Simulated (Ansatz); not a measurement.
# CoCl2O2 (C2/m) in Ansatz: a series of runs

One crystal, CoCl2O2, is run at these levels: PBE; tasks: single point.

Program: Ansatz 0.2.0. These are calculated values, not measurements. Logs are shortened: lines on timing, memory, paths and dates and some standing lists are left out, and cuts for length are marked.

### Step 1. The structure

It takes space group C2/m (No. 12, monoclinic). The conventional cell has a = 7.162 Å, b = 7.854 Å, c = 3.483 Å, α = 90.00°, β = 96.93°, γ = 90.00°. Around Co (site symmetry 2/m) lie 2 O at 1.63 Å. Around Cl (site symmetry m) lie 2 Co at 2.38 to 2.45 Å. Around O (site symmetry 2) lie 1 Co at 1.63 Å.

The cell comes from a database or a generator and needn't be the stable form of this composition.

### Step 2. Single point, PBE, collinear spin, ferromagnetic start

input.yaml reads:

```yaml
crystal:
  lattice:
    - [3.580871, -3.926953, 0.0]
    - [3.580871, 3.926953, 0.0]
    - [-0.420397, 0.0, 3.457614]
  atoms:
    - { symbol: Co, position: [0.0, 0.0, 0.0], spin: 3.0 }
    - { symbol: Cl, position: [0.765523, 0.765523, 0.427941] }
    - { symbol: Cl, position: [0.234477, 0.234477, 0.572059] }
    - { symbol: O, position: [0.791837, 0.208163, 0.0] }
    - { symbol: O, position: [0.208163, 0.791837, 0.0] }
hamiltonian:
  xc: pbe
  pseudopotentials: { kind: paw }
magnetization:
  spin_polarized: true
  initial_magnetization: 3.0
  spin_locking: { lock_magnetization: hard }
kpoints:
  mp_grid: { grid: [4, 4, 7] }
scf:
  occupations: { method: fermi_dirac, width: 0.05 }
  lower_state_search: "off"
output:
  forces: true
  stress: true
  eigenvalues: true
```

Potentials or basis: Ansatz PAW.

On the command line:

```bash
> ansatz run input.yaml --threads 2 --pin off --max-ram 5632MiB --backend cpu --events-out ev --progress --plain --runs-dir out
```

Log:

```text
Warning: output.stress: scf.convergence.dr2_threshold = 1e-7 eV (the SCF's general default) is looser than the 5e-10 eV advised for a printed stress (1e-10 eV for each atom of the cell: 5). What an SCF threshold leaves in a stress goes as its square root, and in the free energy as the threshold itself, and one threshold admits the most on a small cell: of the crystals measured, under no hybrid functional and no lock of the moments, on runs that ended without the residual-converged pass, on stresses that held no estimate of that error, the worst erred by over 100 MPa in a component at 1e-7 eV an atom and by under 5 at 1e-10. Set scf.convergence.dr2_threshold to 5e-10 eV or tighter. The threshold is an SCF's pass mark: one that does not reach it within its budget of iterations ends unconverged, or closes short of it on a stop that the run arms, and scf.convergence.dr2_threshold's page says what that costs each kind of run
Warning: RAYON_NUM_THREADS=2 ignored (pool sized by the plan → 2); use --threads N
Engine: ansatz 0.2.0, aarch64-unknown-linux-gnu
Pseudopotentials: kind: paw
Pseudopotential: Co, paw, valence charge 17, recommended cutoff 420 eV (normal), Co.paw.azcp
Pseudopotential: Cl, paw, valence charge 7, recommended cutoff 420 eV (normal), Cl.paw.azcp
Pseudopotential: O, paw, valence charge 6, recommended cutoff 420 eV (normal), O.paw.azcp
Functional definition: PBE
  parameter kappa = 0.804
  parameter beta = 0.06672455060314922
  exchange = pbe_x(kappa = kappa, mu = beta*pi^2/3)
  correlation = pbe_c(beta = beta)
Crystal: 5 atoms, lattice volume = 97.241 Å³
Basis set: ecut = 420 eV, 1883 PW (Γ), exchange–correlation on 72×72×48 points (8 copies of the dense FFT grid, shifted against one another)
Bands: 28, of which v1, the nominal top of the filled ones, is band 22 counted from 1 (21 counted from 0)
Symmetry: 4 space group operations
Space group: C2/m (ITA 12), of the structure as read, at distance tolerance 4.6e-5 Å
Magnetic group: BNS 12.58 (UNI 65), of the structure as read, at distance tolerance 4.6e-5 Å
k-points: 37 of 112
Non-local potential: Co, projectors of the file, l = 0: 3, l = 1: 2, l = 2: 3, l = 3: 1
Non-local potential: Cl, projectors of the file, l = 0: 2, l = 1: 2, l = 2: 2
Non-local potential: O, projectors of the file, l = 0: 2, l = 1: 2, l = 2: 1
PAW form: soft (Blöchl's): semilocal exchange-correlation on the pseudo side does not see the compensation charge
PAW one-centre angular grid: Co, 590 points (default); XC on 64 Gauss nodes
PAW one-centre angular grid: Cl, 110 points (default); XC on 64 Gauss nodes
PAW one-centre angular grid: O, 110 points (default); XC on 64 Gauss nodes
Initial density: superposition of atomic densities (chi_scale 0.1, normalization cell, long waves kept (reshape's long-wave potential 0.25 eV rms))
Starting moments: Σ|m| = 3 μB on 1 of 5 sites
[... 23 lines left out ...]
SCF iter  20: F=—  HF=-8414.788942 eV  |F-HF|=—  |Δ(HF+E_count)|=   2.62e-7  Δρ=3.10e-5 (↑1.85e-5 ↓3.10e-5)  dr2=1.52e-6  dr2_m=1.47e-7  M=3.000 μB ∫|m|=3.059 μB  β_m=0.96  ethr=1.09e-8  ⟨swp⟩=2.1  Hψ=3270  notcnv=0  defer=79
SCF iter  21: F=—  HF=-8414.788943 eV  |F-HF|=—  |Δ(HF+E_count)|=   2.91e-7  Δρ=1.53e-5 (↑6.12e-6 ↓1.53e-5)  dr2=3.33e-7  dr2_m=2.59e-8  M=3.000 μB ∫|m|=3.059 μB  β_m=0.98  ethr=3.55e-9  ⟨swp⟩=2.0  Hψ=3289  notcnv=0  defer=79
SCF iter  22: F=-8414.788943 eV  HF=-8414.788943 eV  |F-HF|=3.87e-8  |Δ(HF+E_count)|=   5.45e-9  Δρ=5.14e-6 (↑3.02e-6 ↓5.14e-6)  dr2=5.34e-8  dr2_m=4.24e-9  M=3.000 μB ∫|m|=3.059 μB  ethr=2.33e-10  ⟨swp⟩=6.6  Hψ=7998  notcnv=0
SCF 1 converged in 22 iterations: F = -8414.788943 eV  dr2 = 5.34e-8
SCF converged after 22 iterations
Stability checked in part: among states of this total moment the steps that led to this state did not find it unstable. No probe was made; neither looks for a lower state of another moment (fixed_total_moment; see scf.lower_state_search)
Magnetization: 3.0000 μB (23.0000 up, 20.0000 down)
Absolute magnetization: 3.0603 μB (∫|ρ↑−ρ↓|, with the PAW one-centre terms)
Spin contamination: 0.0321 ħ² per cell (⟨S²⟩ above its minimum at these occupations)
Per-site moments (μB) at R_I (Å): [(1.1499369321833823, 0.6743932118046749), (0.21274996748673342, 0.9801443803269088), (0.21274996748673355, 0.9801443803269088), (0.4531033017730437, 0.6743932118046749), (0.4531033017730438, 0.6743932118046749)]
Free energy (F): -8414.788943 eV
Harris-Foulkes:  -8414.788943 eV  (|F-HF|=3.87e-8)
Internal energy: -8414.749300 eV  (E = F + TS)
E sigma→0 (E₀):  -8414.769122 eV
Entropy (-TS):   -0.039642 eV (-7.928 meV/atom)
Fermi energy:    1.866394 (↑ 2.048996, ↓ 1.683791) eV
--- Per-component energies (eV) ---
  E_band       = -655.500058
  E_kinetic    = 1108.391901
  E_local      = -6925.352359  (includes V_loc(G=0)·N_el)
  E_nonlocal   = 601.913843
  E_hartree    = 2862.274150
  E_xc         = -513.812950
  E_vxc        = -627.912510  (∫ρ·V_xc dr)
  E_paw        = -3140.010098  (= ΣΔE_a)
  E_vpaw       = -537.086770  (= ΣTr[D̂ρ^β])
  E_aug_tail   = 0.004875  (compensation charges beyond the density's cutoff)
  E_ewald      = -2408.158663
  E_smearing   = -0.039642  (= −TS)
  E_closure    = -0.000000  (closes the sum)
  Σ components = -8414.788943   (vs F -8414.788943, Δ=0.00e0)
--- Forces (eV/Å), atoms counted from 1 ---
  atom   1  Co     0.00000000     0.00000000     0.00000000
  atom   2  Cl     0.32227689     0.00000000     0.11193843
  atom   3  Cl    -0.32227689     0.00000000    -0.11193843
  atom   4  O      0.00000000     1.14803971     0.00000000
  atom   5  O      0.00000000    -1.14803971     0.00000000
  max |Σ_I F_I| component: 1.39e-17 eV/Å
--- Stress (GPa, compression-positive) ---
       -1.474591       0.000000      -0.214495
        0.000000       6.328515       0.000000
       -0.214523       0.000000      -0.828189
  P = ⅓ Tr σ = 1.3419 GPa (13.419 kbar)
--- Band table (eV; the first three rows and the last of 74) ---
  k-point 0 ↑: bands = ["-94.8604", "-58.7573", "-57.8503", "-57.6406", "-16.1885", "-15.2692", "-12.3620", "-12.0497", "-3.2693", "-3.0248", "-2.6027", "-2.3537", "-1.8342", "-1.0306", "-0.6890", "-0.5916", "0.0866", "0.5520", "0.9177", "1.2007", "1.2704", "1.7617", "2.1380", "2.2938", "4.0963", "9.3731", "10.6856", "11.0870"]
  k-point 1 ↑: bands = ["-94.8604", "-58.7572", "-57.8502", "-57.6411", "-16.1620", "-15.2563", "-12.3242", "-12.0169", "-3.2713", "-2.9606", "-2.7155", "-2.2423", "-1.8794", "-1.2754", "-0.6328", "-0.5891", "-0.0822", "0.5365", "0.8322", "1.2113", "1.2635", "1.7137", "1.8746", "2.2338", "4.0726", "9.7680", "11.3913", "11.5522"]
  k-point 2 ↑: bands = ["-94.8603", "-58.7572", "-57.8501", "-57.6422", "-16.1020", "-15.2270", "-12.2352", "-11.9417", "-3.3078", "-2.9899", "-2.7597", "-2.0336", "-1.9095", "-1.7763", "-0.8764", "-0.3783", "-0.3027", "0.5088", "0.7071", "0.9441", "1.2213", "1.6068", "1.8133", "2.1027", "3.7884", "10.6224", "11.8637", "12.1175"]
  k-point 36 ↓: bands = ["-93.2669", "-57.4358", "-56.3200", "-55.8385", "-15.1026", "-14.2707", "-11.8005", "-11.6410", "-2.6081", "-2.1681", "-2.0628", "-1.8760", "-1.5979", "-1.5487", "-0.2858", "0.2805", "1.1758", "1.1869", "1.2334", "1.4198", "1.9837", "3.1245", "3.3358", "3.6623", "4.6277", "10.9234", "11.3276", "11.5517"]
```

Run time: 11 s. Hardware: 2 threads of Arm Neoverse V2, shared host; peak memory 0.44 GiB.

What came out:

* Free energy: -8414.7889 eV
* Pressure: 1.3 GPa
* Largest force: 1.148 eV/Å
* Net moment: 3.00 μB per cell
* Absolute moment: 3.06 μB per cell
* Site moments: Co +1.15; Cl +0.21; O +0.45 μB

Forces in eV/Å, atoms in the order of the input:
```
Co   0.000  0.000  0.000
Cl   0.322  0.000  0.112
Cl  -0.322  0.000 -0.112
O    0.000  1.148  0.000
O    0.000 -1.148  0.000
```

Stress tensor (GPa, compression positive):
```
-1.47  0.00 -0.21
 0.00  6.33  0.00
-0.21  0.00 -0.83
```

Caveat: the total moment is fixed, so each spin has its own Fermi level; a cell with one magnetic atom can't hold antiferromagnetic order, which such compounds often take; forces of over 1 eV/Å show positions far from the minimum, so gaps and moduli don't describe the material at rest; the thresholds are loose for stress.

### Step 3. Single point, PBE, collinear spin, ferromagnetic start

Edit input.yaml of step 2 so:

```diff
@@ -6,3 +6,3 @@
   atoms:
-    - { symbol: Co, position: [0.0, 0.0, 0.0], spin: 3.0 }
+    - { symbol: Co, position: [0.0, 0.0, 0.0], spin: 4.0 }
     - { symbol: Cl, position: [0.765523, 0.765523, 0.427941] }
@@ -16,3 +16,3 @@
   spin_polarized: true
-  initial_magnetization: 3.0
+  initial_magnetization: 4.0
   spin_locking: { lock_magnetization: hard }
```

Potentials or basis: Ansatz PAW.

On the command line:

```bash
> ansatz run input.yaml --threads 2 --pin off --max-ram 5632MiB --backend cpu --events-out ev --progress --plain --runs-dir out
```

It took 10 s on 2 threads of Arm Neoverse V2, shared host; peak memory 0.45 GiB.

It converged, with:

| Property | Result |
| --- | --- |
| Free energy | -8414.6526 eV |
| Pressure | 3.0 GPa |
| Largest force | 2.492 eV/Å |
| Net moment | 4.00 μB per cell |
| Absolute moment | 4.06 μB per cell |
| Site moments | Co +1.34; Cl +0.22; O +0.75 μB |

Forces on the atoms (eV/Å):
```
Co   0.000  0.000  0.000
Cl   0.492  0.000  0.071
Cl  -0.492  0.000 -0.071
O    0.000  2.492  0.000
O    0.000 -2.492  0.000
```

Stress tensor (GPa, compression positive):
```
-2.42  0.00  0.13
 0.00 13.48  0.00
 0.13  0.00 -2.02
```

Caveat: the total moment is fixed, so each spin has its own Fermi level; a cell with one magnetic atom can't hold antiferromagnetic order, which such compounds often take; forces of over 1 eV/Å show positions far from the minimum, so gaps and moduli don't describe the material at rest; the thresholds are loose for stress.
